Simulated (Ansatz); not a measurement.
# InNH3 (SMILES [NH2][InH]) at UCCSD(T)/def2-SVP (core potential)

What is the vertical ionisation energy of InNH3 at UCCSD(T)/def2-SVP (core potential)? 

Program for the calculation: Ansatz 0.2.0.

41 further runs of the same task are left out: 41 set aside as unsound or not needed.

### 1 The system as given

InNH3: 5 atoms, total charge 0, spin state doublet. As SMILES, `[NH2][InH]`. Geometry: relaxed at PBE0-D4/def2-TZVP. This is one conformer, not always the lowest.

Bond lengths: N1–In2 2.036 Å, N1–H3 1.011 Å, N1–H4 1.009 Å, In2–H5 1.761 Å. Angles: N1–In2–H5 116.4°, In2–N1–H3 120.0°, In2–N1–H4 120.8°, H3–N1–H4 109.8°.

### 2 A single-point energy at UCCSD(T)/def2-SVP (core potential)

molecule.yaml

```yaml
crystal:
  periodic: [false, false, false]
  atoms:
    - {symbol: N, position_ang: [-0.299400, -0.736500, 0.264700]}
    - {symbol: In, position_ang: [0.846600, 0.946400, 0.296000]}
    - {symbol: H, position_ang: [-0.846800, -0.960800, -0.554700]}
    - {symbol: H, position_ang: [0.017600, -1.585600, 0.707600]}
    - {symbol: H, position_ang: [0.331900, 2.262600, -0.755100]}
basis:
  gaussian:
    orbitals: def2-SVP
magnetization:
  spin_polarized: true
  initial_magnetization: 1
correlation:
  method: ccsd_t
  frozen_orbitals: {H: 0, In: 4, "N": 1}
accuracy: high
scf:
  omitted_lower_state_checks: [cluster_reference, increment]
```

The run is started by

```bash
$ ansatz run molecule.yaml --threads 1 --pin off --max-ram 3480MiB --events-out events.jsonl --progress --plain --runs-dir runs
```

Output, shortened:

```text
Warning: RAYON_NUM_THREADS=1 ignored (pool sized by the plan → 1); use --threads N
Functional definition: HF
  name "HF"
[...]
1332 factors; integrals over basis functions are off by at most 2.7e-9 eV
[...]
mean field -6675.62366745 eV, -245.3246448785 hartree, gradient 7.7e-8 eV, S^2 0.759423; 1 other end points of the search recorded, 0 dependent functions left out
5 core orbitals not correlated: weight in the atoms' cores, before any rotation towards them, 1.000 or more for the frozen orbitals, at most 0.000 for the correlated occupied ones
reference -6675.62366745 eV, -245.3246448785 hartree; 11, 10 occupied and 39, 40 virtual orbitals, 1332 factors
second order -6.86079555 eV of doubles, -0.00000000 eV of singles
cycle   1  -7.15186588 eV  change   -2.9e-1 eV  update   8.4e-2
[...]
cycle  26  -7.47491943 eV  change   -1.1e-9 eV  update   1.6e-9
perturbative correction -0.22724254 eV, -0.0083510093 hartree
Total energy: -6683.32582942 eV, -245.6076941102 hartree
Checks for a lower state left out: cluster_reference, increment
```

Wall time 13 s (1 thread of Arm Neoverse V1, shared host); peak memory 0.32 GiB.

### 3 The singlet cation at the same level

input.yaml

```yaml
basis:
  gaussian:
    orbitals: def2-SVP
crystal:
  periodic: [false, false, false]
  atoms:
    - symbol: N
      position_ang: [-0.299400, -0.736500, 0.264700]
    - symbol: In
      position_ang: [0.846600, 0.946400, 0.296000]
    - symbol: H
      position_ang: [-0.846800, -0.960800, -0.554700]
    - symbol: H
      position_ang: [0.017600, -1.585600, 0.707600]
    - symbol: H
      position_ang: [0.331900, 2.262600, -0.755100]
correlation:
  method: ccsd_t
  frozen_orbitals: {H: 0, In: 4, "N": 1}
total_charge: 1
accuracy: high
scf:
  omitted_lower_state_checks: [cluster_reference, increment]
```

The run is started by

```bash
$ ansatz run input.yaml --threads 1 --pin off --max-ram 3480MiB --events-out events.jsonl --progress --plain --runs-dir runs
```

Output, shortened:

```text
Warning: RAYON_NUM_THREADS=1 ignored (pool sized by the plan → 1); use --threads N
[... 2 set-up lines as earlier in the session ...]
[...]
1329 factors; integrals over basis functions are off by at most 3.4e-9 eV
[...]
mean field -6668.20845302 eV, -245.0521407746 hartree, gradient 2.4e-8 eV, S^2 0.000000; 1 other end points of the search recorded, 0 dependent functions left out; unrestricted orbitals would lower it
5 core orbitals not correlated: weight in the atoms' cores, before any rotation towards them, 1.000 or more for the frozen orbitals, at most 0.000 for the correlated occupied ones
reference -6668.20845302 eV, -245.0521407746 hartree; 10, 10 occupied and 40, 40 virtual orbitals, 1329 factors
second order -6.85712845 eV of doubles, -0.00000000 eV of singles
cycle   1  -7.08841331 eV  change   -2.3e-1 eV  update   9.6e-2
[...]
cycle  27  -7.46352101 eV  change   2.2e-10 eV  update   1.1e-9
perturbative correction -0.25845047 eV, -0.0094978797 hartree
Total energy: -6675.93042451 eV, -245.3359179925 hartree
Checks for a lower state left out: cluster_reference, increment
```

Wall time 4.2 s (1 thread of Arm Neoverse V1, shared host); peak memory 0.2 GiB.

### 4 Outcome

At UCCSD(T)/def2-SVP (core potential), 5 core orbitals frozen:

| quantity | value |
| --- | --- |
| doublet InNH3: total energy | -245.60769 Eh |
| doublet InNH3: correlation energy (5 core orbitals frozen) | -283.0 mEh |
| doublet InNH3: (T) correction | -8.35 mEh |
| doublet InNH3: ⟨S²⟩ of the reference determinant | 0.759 |
| doublet InNH3: T1 diagnostic | 0.017 |
| singlet cation: total energy | -245.33592 Eh |
| singlet cation: correlation energy (5 core orbitals frozen) | -283.8 mEh |
| singlet cation: (T) correction | -9.50 mEh |
| singlet cation: T1 diagnostic | 0.023 |
| vertical ionisation energy (to the singlet cation) | 7.395 eV |

**Reading.** Removing an electron at fixed nuclei costs 7.40 eV (714 kJ/mol). Only the singlet of the ionised species was computed; a triplet could lie lower. The triples (doublet InNH3) make up 3.0 % of the correlation energy. The T1 diagnostic (singlet cation) of 0.023 is above the customary mark for such species, so a single reference may not serve. The restricted solution (singlet cation) is unstable to spin breaking: an unrestricted one lies lower. The triples (singlet cation) make up 3.3 % of the correlation energy.
